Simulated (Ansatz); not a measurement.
**BH2Cl (SMILES [H]B([H])Cl): HSE06/STO-3G**

What is the electronic atomisation energy of BH2Cl at HSE06/STO-3G? 

The results are computed with Ansatz 0.2.0.

49 further runs of the same task are left out: 49 set aside as unsound or not needed.

## (1) The molecule

The species is BH2Cl (4 atoms), meant as a singlet with charge 0. SMILES: `[H]B([H])Cl`. Geometry: relaxed at GFN2-xTB.

Bond lengths: B1–Cl4 1.673 Å, B1–H2 1.172 Å, B1–H3 1.172 Å. Angles: H2–B1–Cl4 119.1°, H3–B1–Cl4 119.0°, H2–B1–H3 121.9°.

## (2) A single-point energy at HSE06/STO-3G

molecule.yaml reads:

```yaml
basis:
  gaussian: {orbitals: STO-3G}
crystal:
  periodic: [false, false, false]
  atoms:
    - {symbol: B, position_ang: [0.069310, 0.114420, -0.000410]}
    - {symbol: H, position_ang: [1.240090, 0.070720, 0.015540]}
    - {symbol: H, position_ang: [-0.512130, 1.131590, -0.018950]}
    - {symbol: Cl, position_ang: [-0.797280, -1.316740, 0.003830]}
hamiltonian: {xc: hse06}
magnetization: {spin_polarized: false}
accuracy: high
```

Started as:

```sh
ansatz run molecule.yaml --threads 1 --pin off --max-ram 2610MiB --events-out events.jsonl --progress --plain --runs-dir runs
```

The log of the run:

```text
Warning: RAYON_NUM_THREADS=1 ignored (pool sized by the plan → 1); use --threads N
Functional definition: HSE06
  name "HSE06"
  parameter a = 0.25
  parameter omega = 0.11/bohr
  exchange = pbe_x - a*pbe_x_sr(omega) + a*exact_x_sr(omega)
  correlation = pbe_c
265 factors; integrals over basis functions are off by at most 3.4e-8 eV
53 factors; integrals over basis functions are off by at most 7.9e-10 eV
mean field evaluation 1: about -13081.3276 eV, gradient 1.3e1 eV
mean field evaluation 2: about -13081.2723 eV, gradient 1.4e1 eV
mean field evaluation 4: about -13081.9447 eV, gradient 7.3e-2 eV
mean field evaluation 8: about -13081.9221 eV, gradient 4.4e-5 eV
mean field -13081.92213726 eV, -480.7517712992 hartree, gradient 6.0e-9 eV, S^2 0.000000; 0 other end points of the search recorded, 0 dependent functions left out
reference -13081.92213880 eV, -480.7517713555 hartree; 12, 12 occupied and 4, 4 virtual orbitals, 265 factors
Total energy: -13081.92213880 eV, -480.7517713555 hartree
```

It took 0.93 s on 1 thread of Arm Neoverse V1, shared host.

## (3) The B atom, same level

job.yaml reads:

```yaml
crystal:
  periodic: [false, false, false]
  atoms:
    - {symbol: B, position_ang: [0.000000, 0.000000, 0.000000]}
basis:
  gaussian:
    orbitals: STO-3G
magnetization:
  spin_polarized: true
  initial_magnetization: 1
hamiltonian:
  xc: {name: HSE06}
accuracy: high
```

Run the same way, it converges to -24.23396 Eh (log not shown).

## (4) The Cl atom at the same level

run.yaml reads:

```yaml
crystal:
  periodic: [false, false, false]
  atoms:
    - {symbol: Cl, position_ang: [0.000000, 0.000000, 0.000000]}
basis:
  gaussian:
    orbitals: STO-3G
magnetization:
  spin_polarized: true
  initial_magnetization: 1
hamiltonian:
  xc: {name: HSE06}
accuracy: high
```

Run the same way, it converges to -454.98149 Eh (log not shown).

## (5) The H atom, same level

input.yaml reads:

```yaml
crystal:
  periodic: [false, false, false]
  atoms:
    - symbol: H
      position_ang: [0.000000, 0.000000, 0.000000]
basis:
  gaussian:
    orbitals: STO-3G
hamiltonian:
  xc: hse06
magnetization:
  spin_polarized: true
  initial_magnetization: 1
accuracy: high
```

Run the same way, it converges to -0.46620 Eh (log not shown).

## (6) What came out

At HSE06/STO-3G:

```
                     quantity          value
       molecule: total energy  -480.75177 Eh
         B atom: total energy   -24.23396 Eh
                 B atom: ⟨S²⟩          0.750
        Cl atom: total energy  -454.98149 Eh
                Cl atom: ⟨S²⟩          0.750
         H atom: total energy    -0.46620 Eh
                 H atom: ⟨S²⟩          0.750
electronic atomisation energy      16.433 eV
```

In words: Taking the molecule apart into free atoms costs 16.43 eV (379 kcal/mol), before zero-point energy and without spin-orbit coupling. In a minimal basis such a difference can be off by several eV, whatever the method.
